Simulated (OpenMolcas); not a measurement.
**USVWN/def2-SVPD (core potential, electric field -0.02 a.u., field axis x) run of CH4OSb (SMILES C[O][SbH])**

Aim: the energy change on altering one bond length of CH4OSb at USVWN/def2-SVPD (core potential, electric field -0.02 a.u., field axis x), from 2 runs. 

The calculation is run with OpenMolcas 26.06.

4 further runs of the same task are left out: 4 set aside as unsound or not needed.

## (1) The molecule

The species is CH4OSb (7 atoms), meant as a doublet with charge 0. As SMILES, `C[O][SbH]`. Geometry: a GFN2-xTB relaxation, a rough one for these elements and not checked as a minimum. This is one conformer, not always the lowest.

Bond lengths: C1–O2 1.391 Å, O2–Sb3 2.009 Å, C1–H4 1.095 Å, C1–H5 1.094 Å, C1–H6 1.092 Å, Sb3–H7 1.755 Å. Angles: C1–O2–Sb3 121.6°, O2–C1–H4 111.5°, O2–C1–H5 112.1°, O2–C1–H6 107.2°, O2–Sb3–H7 92.0°, H4–C1–H5 108.5°, H4–C1–H6 108.7°, H5–C1–H6 108.8°.

## (2) The energy at USVWN/def2-SVPD (core potential, electric field -0.02 a.u., field axis x)

Input file run.inp:

```
&GATEWAY
 BasLib
 $CurrDir
 Coord
 7
 angstrom
 C       -0.475960       0.641520      -0.215990
 O       -0.787130      -0.641300       0.221460
 Sb       0.609820      -2.080480       0.337800
 H       -0.329770       0.672040      -1.300630
 H        0.424410       1.033190       0.266400
 H       -1.320460       1.283460       0.042050
 H        1.879100      -0.908420       0.648920
 Basis
 def2-SVPD
 Group
 NoSym

&SEWARD

&FFPT
 Dipole
 X 0.02

&SCF
 UHF
 Spin
 2
 KSDFT
 SVWN
 PrOrbitals
 1 2
```

The basis set def2-SVPD is read from a file made from the Basis Set Exchange's data (not shown).

Run with:

```console
$ export MOLCAS_MEM=1860
$ pymolcas run.inp > run.log
```

The program printed:

```text
--- Start Module: gateway ---
[...]
--- Stop Module: gateway /rc=_RC_ALL_IS_WELL_ ---
[...]
      Basis functions          107
[...]
--- Start Module: ffpt ---
[...]
--- Stop Module: ffpt /rc=_RC_ALL_IS_WELL_ ---
--- Start Module: scf ---
[...]
       Convergence after  21 Iterations
[...]
::    Total KS-DFT energy                            -355.3938433294
[...]
      Total spin, S                                     0.5004948498
[...]
      Total electronic charge=   41.000000
      Total            charge=   -0.000000
[...]
      Dipole Moment (debye):
      Origin of the operator (angstrom)=    0.3667   -1.6478    0.2710
                   X= -2.2798E+00               Y=  4.5364E-01               Z= -4.8704E-01           Total=  2.3750E+00
      Quadrupole Moment (debye*angstrom):
[...]
--- Stop Module: scf /rc=_RC_ALL_IS_WELL_ ---
[...]
```

It took 17 s on 1 thread of Intel Xeon 6975P-C (Granite Rapids), shared host; peak memory 0.62 GiB.

## (3) The distorted shape

Input file run.input:

```
* CH4OSb Kohn-Sham DFT
>>> EXPORT MOLCAS_PRINT=2

&GATEWAY
  BasLib = $CurrDir
  Coord
  7
  angstrom
  C        0.790791      -0.321390      -0.603050
  O        0.479621      -1.604210      -0.165600
  Sb       1.876571      -3.043390      -0.049260
  H        0.936981      -0.290870      -1.687690
  H        1.691161       0.070280      -0.120660
  H       -1.320460       1.283460       0.042050
  H        3.145851      -1.871330       0.261860
  Basis = def2-SVPD
  Group = NoSym

&SEWARD

&FFPT
  Dipole
  X 0.02

&SCF
  UHF
  Spin = 2
  KSDFT = SVWN
  PrOrbitals = 1 2
```

The basis set def2-SVPD is read from a file made from the Basis Set Exchange's data (not shown).

Run with:

```console
$ export MOLCAS_MEM=1860
$ pymolcas run.input > run.log
```

The program printed:

```text
--- Start Module: gateway ---
[...]
--- Stop Module: gateway /rc=_RC_ALL_IS_WELL_ ---
[...]
      Basis functions          107
[...]
--- Start Module: ffpt ---
[...]
--- Stop Module: ffpt /rc=_RC_ALL_IS_WELL_ ---
--- Start Module: scf ---
[...]
       Convergence after  33 Iterations
[...]
::    Total KS-DFT energy                            -355.2160807005
[...]
      Total spin, S                                     0.7805678861
[...]
      Total electronic charge=   41.000000
      Total            charge=   -0.000000
[...]
      Dipole Moment (debye):
      Origin of the operator (angstrom)=    1.6251   -2.6044   -0.1135
                   X= -2.8884E+00               Y=  7.4649E-01               Z= -4.9884E-01           Total=  3.0247E+00
      Quadrupole Moment (debye*angstrom):
[...]
--- Stop Module: scf /rc=_RC_ALL_IS_WELL_ ---
[...]
```

It took 26 s on 1 thread of Intel Xeon 6975P-C (Granite Rapids), shared host; peak memory 0.62 GiB.

## (4) Summary of results

At USVWN/def2-SVPD (core potential, electric field -0.02 a.u., field axis x):

| quantity | value |
| --- | --- |
| first shape: total energy | -355.39384 Eh |
| first shape: dipole moment | 2.37 D |
| first shape: ⟨S²⟩ | 0.751 |
| distorted shape: total energy | -355.21608 Eh |
| distorted shape: dipole moment | 3.02 D |
| distorted shape: ⟨S²⟩ | 1.390 |
| energy change with the C1–H6 bond stretched from 1.092 to 2.729 Å | 4.837 eV |

**Reading.** With the C1–H6 bond stretched from 1.092 to 2.729 Å the energy rises by 4.84 eV (467 kJ/mol). The first shape isn't relaxed at this level, so the change isn't measured from a minimum. ⟨S²⟩ (distorted shape) is 1.39 where a pure doublet has 0.75: the reference is spin-contaminated.
